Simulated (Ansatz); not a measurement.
# Tc: response to strain

Tc is deformed so: equal xy, yz and zx engineering shear strains of +2 %. What stress and forces result, by LAPW, PAW and all-electron datasets made for the crystal?

Program: Ansatz 0.2.0. Level of theory: DFT PBEsol, scalar-relativistic. These are calculated values, not measurements.

### Step 1. The system as given

It takes space group Fm-3m (No. 225, cubic). Conventional cell: a = 3.900 Å, b = 3.900 Å, c = 3.900 Å, α = 90.00°, β = 90.00°, γ = 90.00°. Tc (site symmetry m-3m) has 12 Tc at 2.76 Å as nearest neighbours.

Coordinates:

```cif
data_structure
_symmetry_space_group_name_H-M 'Fm-3m'
_symmetry_Int_Tables_number 225
_cell_length_a 3.9000
_cell_length_b 3.9000
_cell_length_c 3.9000
_cell_angle_alpha 90.000
_cell_angle_beta 90.000
_cell_angle_gamma 90.000
_cell_volume 59.32
loop_
_atom_site_label
_atom_site_type_symbol
_atom_site_symmetry_multiplicity
_atom_site_Wyckoff_symbol
_atom_site_fract_x
_atom_site_fract_y
_atom_site_fract_z
_atom_site_occupancy
Tc1 Tc 4 a 0.00000 0.00000 0.00000 1
```

The file gives the conventional cell by its symmetry; the runs use the cell typed in the input.

### Step 2. After the deformation

Space group Fm-3m before, R-3m after.

### Step 3. LAPW, all electrons

File input.yaml:

```yaml
crystal:
  lattice:
    - [0.039, 1.9695, 1.9695]
    - [1.9695, 0.039, 1.9695]
    - [1.9695, 1.9695, 0.039]
  atoms:
    - { symbol: Tc, position: [0.0, 0.0, 0.0] }
kpoints:
  mp_grid: { grid: [18, 18, 18] }
  band_path:
    path:
      - [0.0, 0.0, 0.0]
      - [0.5, 0.5, 0.5]
      - [0.2451701269, 0.5, 0.7548298731]
      - [-0.2451701269, 0.2451701269, 0.5]
      - [0.0, 0.0, 0.5]
      - [0.0, 0.0, 0.0]
      - [-0.3725850634, 0.0, 0.3725850634]
      - [0.0, 0.3725850634, 0.6274149366]
      - [0.0, 0.5, 0.5]
    npoints: 5
scf:
  occupations: { method: fermi_dirac, width: 0.03 }
hamiltonian:
  xc: pbesol
  pseudopotentials: { kind: all_electron, lapw: { basis_error: 0.00025 } }
output:
  forces: true
  stress: true
  eigenvalues: true
```

Command:

```sh
> ansatz run input.yaml --threads 1 --pin off --max-ram 3072MiB --backend cpu --events-out ev --progress --plain --runs-dir out
```

### Step 4. PAW with frozen cores

File input.yaml:

```yaml
crystal:
  lattice:
    - [0.039, 1.9695, 1.9695]
    - [1.9695, 0.039, 1.9695]
    - [1.9695, 1.9695, 0.039]
  atoms:
    - { symbol: Tc, position: [0.0, 0.0, 0.0] }
kpoints:
  mp_grid: { grid: [18, 18, 18] }
scf:
  occupations: { method: fermi_dirac, width: 0.03 }
hamiltonian:
  xc: pbesol
  pseudopotentials: { kind: paw }
output:
  forces: true
  stress: true
  eigenvalues: true
  efg: { contact_densities: true }
```

### Step 5. Datasets made for this crystal

input.yaml, as its differences from that of step 4:

```diff
@@ -13,3 +13,3 @@
   xc: pbesol
-  pseudopotentials: { kind: paw }
+  pseudopotentials: { kind: all_electron, datasets: crystal }
 output:
```

(Steps that only read results are left out.)

**Question.** What will these runs give? Wanted: pressure; largest shear or deviatoric stress.

The runs gave:

```
                                 quantity                                                 value
                                 pressure  LAPW -14.84, PAW -14.83, crystal datasets -14.83 GPa
largest shear or deviatoric stress (LAPW)                                              3.22 GPa
```

The largest part of the stress beyond the pressure is 3.22 GPa in size. No run of the undeformed cell stands beside it, so the pressure holds what the given cell had before the change. PAW: stress within 0.01 GPa of LAPW. Crystal datasets: stress within 0.01 GPa of LAPW.
